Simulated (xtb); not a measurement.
# C3H6SSe (SMILES C[Se]C1CS1): GFN2-xTB

Aim: a geometry optimisation of C3H6SSe. 

The calculation is run with xtb 6.7.1 later snapshot.

1 further run of the same task is left out (set aside as unsound or not needed).

## (1) Starting point

C3H6SSe: 11 atoms, total charge 0, spin state singlet. As SMILES, `C[Se]C1CS1`. All atoms were displaced at random from a relaxed shape. The run starts from this shape.

Bond lengths: C1–Se2 1.912 Å, Se2–C3 2.051 Å, C3–C4 1.560 Å, C3–S5 1.897 Å, C4–S5 1.935 Å, C1–H6 1.071 Å, C1–H7 1.072 Å, C1–H8 1.145 Å, C3–H9 1.100 Å, C4–H10 1.081 Å, C4–H11 1.086 Å. Some angles: C1–Se2–C3 95.9°, Se2–C3–C4 119.8°, Se2–C3–S5 116.3°, C4–C3–S5 67.3°, C3–C4–S5 64.7°, C3–S5–C4 48.0°, Se2–C1–H6 104.6°, Se2–C1–H7 109.8°, Se2–C1–H8 104.3°, Se2–C3–H9 110.8°.

## (2) A geometry optimisation at GFN2-xTB

File .CHRG:

```
0
```

File .UHF:

```
0
```

File xcontrol:

```
$opt
   hessian=lindh
$end
```

File mol.xyz:

```xyz
11

C     -1.099940     1.605230     0.892430
Se     0.544550     1.354850    -0.049440
C      0.508950    -0.695180     0.004020
C      1.048870    -1.513050    -1.209810
S     -0.873010    -1.538300    -0.984070
H     -0.900050     1.251570     1.882960
H     -1.897040     1.120660     0.364870
H     -1.227390     2.742250     0.942460
H      0.639250    -1.061680     1.033290
H      1.513620    -0.911660    -1.978110
H      1.586830    -2.417510    -0.943140
```

On the command line:

```
$ xtb mol.xyz --input xcontrol -o normal --gfn 2 > run.log 2> xtb.err
```

Q: Predict the results. Wanted: total energy at the end; dipole moment; HOMO energy; LUMO energy; HOMO–LUMO gap; dispersion energy; mean polarisability.

Answer, from the run:

At GFN2-xTB:

| quantity | value |
| --- | --- |
| total energy at the end | -15.86441 Eh |
| dipole moment | 1.70 D |
| HOMO energy | -10.14 eV |
| LUMO energy | -6.77 eV |
| HOMO–LUMO gap | 3.37 eV |
| dispersion energy | -20.57 kJ/mol |
| mean polarisability (D4 model) | 80.9 bohr³ |

What this shows: At the final geometry: Bond lengths: C1–Se2 1.950 Å, Se2–C3 1.946 Å, C3–C4 1.478 Å, C3–S5 1.802 Å, C4–S5 1.797 Å, C1–H6 1.087 Å, C1–H7 1.088 Å, C1–H8 1.086 Å, C3–H9 1.086 Å, C4–H10 1.084 Å, C4–H11 1.083 Å. Some angles: C1–Se2–C3 95.6°, Se2–C3–C4 119.4°, Se2–C3–S5 118.9°, C4–C3–S5 65.6°, C3–C4–S5 66.0°, C3–S5–C4 48.5°, Se2–C1–H6 109.5°, Se2–C1–H7 108.4°, Se2–C1–H8 107.5°, Se2–C3–H9 112.6°. The optimisation took 9 steps and changed the energy by -0.577 eV.
